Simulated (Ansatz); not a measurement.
# CHGe (quartet): from Hartree-Fock to the top rungs at a displaced geometry (v1), cc-pVDZ

Aim: climb from Hartree-Fock through coupled cluster and multireference methods for CHGe (quartet) at one geometry and basis, and see what each rung misses.

Method: cc-pVDZ, core rule «outside noble gas», up to 15 orbitals frozen; program: Ansatz 0.2.0, Gaussian basis.

To be run: UHF; CCSD(T) on ROHF; CCSD(T) on UHF; BCCD(T) on ROHF; CISD; CCSDT(Q) on ROHF; CCSDT(Q) on UHF; CASSCF and MRCISD+Q, 9 electrons in 9 orbitals; CASSCF and NEVPT2, 9 electrons in 9 orbitals.

21 further runs of the same task are left out: 9 that didn't finish, 12 set aside as unsound or not needed.

### Step 1. The system

The geometry is a PBE0/def2-TZVP stationary point (not a proven minimum) with its atoms shifted at random (size 0.040 Å). No spin-orbit coupling is included. The filled d shell of Ge may be among the frozen orbitals whatever the setting's name suggests; the logs give the count.

3 atoms, charge 0, spin multiplicity 4.

Atoms are counted from 1 here; the program's logs count them from 0.

Bond lengths: Ge1–C2 2.000 Å, C2–H3 1.170 Å. Angles: Ge1–C2–H3 130.9°.

### Step 2. UHF

The input, in.yaml:

```yaml
crystal:
  periodic: [false, false, false]
  atoms:
    - {symbol: Ge, position_ang: [-0.000438, 0.015791, 0.312704]}
    - {symbol: C, position_ang: [-0.001271, -0.151287, -1.679956]}
    - {symbol: H, position_ang: [0.046693, 0.664695, -2.517391]}
basis:
  gaussian: {orbitals: cc-pVDZ}
magnetization: {spin_polarized: true, initial_magnetization: 3}
hamiltonian: {xc: hf}
output: {orbitals: {seedname: orbitals}}
```

Started as:

```bash
> ansatz run in.yaml --threads 1 --pin off --events-out ev --progress --plain --max-ram 2393MiB
```

Further steps of the session: CCSD(T) on ROHF; CCSD(T) on UHF; BCCD(T) on ROHF; CISD; CCSDT(Q) on ROHF; CCSDT(Q) on UHF; CASSCF and MRCISD+Q, 9 electrons in 9 orbitals; CASSCF and NEVPT2, 9 electrons in 9 orbitals.

Q: Predict the results of all the runs planned. Wanted: UCCSDT(Q) below the RHF energy; RMP2 from UCCSDT(Q); UMP2 from UCCSDT(Q); RCCSD from UCCSDT(Q); RCCSD(T) from UCCSDT(Q); UCCSD(T) from UCCSDT(Q); RCCSDT(Q) from UCCSDT(Q); NEVPT2 valence from UCCSDT(Q); MRCISD+Q valence from UCCSDT(Q).

As calculated:

| quantity | value |
| --- | --- |
| UCCSDT(Q) below the RHF energy | -5.0986 eV |
| RMP2 from UCCSDT(Q) | +1084.5 meV |
| UMP2 from UCCSDT(Q) | +1102.3 meV |
| RCCSD from UCCSDT(Q) | +189.3 meV |
| RCCSD(T) from UCCSDT(Q) | +48.8 meV |
| UCCSD(T) from UCCSDT(Q) | +45.0 meV |
| RCCSDT(Q) from UCCSDT(Q) | +5.3 meV |
| NEVPT2 valence from UCCSDT(Q) | +787.6 meV |
| MRCISD+Q valence from UCCSDT(Q) | +16.8 meV |
| levels within 1 kcal/mol (43 meV) | RCCSDT, UCCSDT, RCCSDT(Q), MRCISD+Q valence |
| T1 diagnostic | 0.030 |
| effectively unpaired electrons | 3.03 |

RCCSD(T) misses by +48.8 meV, 1.0 % of the correlation energy. One determinant dominates. Of the multireference levels listed MRCISD+Q valence comes nearest in total energy (+16.8 meV), which doesn't show that its space is the better one. These misses are within one basis, not against nature; the frozen cores of restricted and unrestricted runs differ, which can shift their rows.
